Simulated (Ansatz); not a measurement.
# CHN, SMILES [C-]#[NH+]: an atomisation energy

With Ansatz's Python interface.

Run as a notebook:

In [1]:
```python
from collections import Counter

import ansatz
```

In [2]:
```python
def energy(molecule, charge=0, unpaired=0):
    calc = (
        molecule.calculation()
        .basis(gaussian="6-31G*")
        .correlation("CCSD(T)")
    )
    if charge:
        calc = calc.charge(charge)
    if unpaired:
        calc = calc.spin("collinear", total=unpaired)
    return calc.run().report["free_energy_ev"]
```

In [3]:
```python
mol = (
    ansatz.Crystal.molecule()
    .atom("C", (1.1035, 0.1894, 0.0))
    .atom("N", (-0.0497, -0.0085, 0.0))
    .atom("H", (-1.0538, -0.1809, 0.0))
)
```

In [4]:
```python
# unpaired electrons of the ground-state atoms
unpaired = {"C": 2, "N": 3, "H": 1}
counts = Counter(site.symbol for site in mol.cartesian_sites)
atom_energy = {s: energy(ansatz.Crystal.molecule().atom(s, (0, 0, 0)), 0, unpaired[s]) for s in counts}
whole = energy(mol, 0, 0)
for s, e in atom_energy.items():
    print(f"{s:2s} x{counts[s]}  {e:14.5f} eV")
print(f"CHN: {whole:.5f} eV")
split = sum(counts[s] * e for s, e in atom_energy.items()) - whole
print(f"atomisation energy (no zero-point term): {23.060548 * split:.1f} kcal/mol, {split / sum(counts.values()):.3f} eV an atom")
```
```text
C  x1     -1027.30433 eV
N  x1     -1482.30770 eV
H  x1       -13.55761 eV
CHN: -2534.72049 eV
atomisation energy (no zero-point term): 266.4 kcal/mol, 3.850 eV an atom
```

266.4 kcal/mol from the electronic energies, without the zero-point term.

Caveats:
- Total energies depend on the basis set; only differences at equal settings carry meaning.
- The geometry is a force-field or estimated start, not a minimum of this method, and the basis set is short of its limit. All parts are taken at fixed geometry, without zero-point energy.
- In double-zeta sets correlated atomisation energies come out some 10 to 15 % low.
- It ran for 0.8 s on 1 thread of Arm Neoverse V2, with other jobs on the host, peak memory 0.14 GiB.
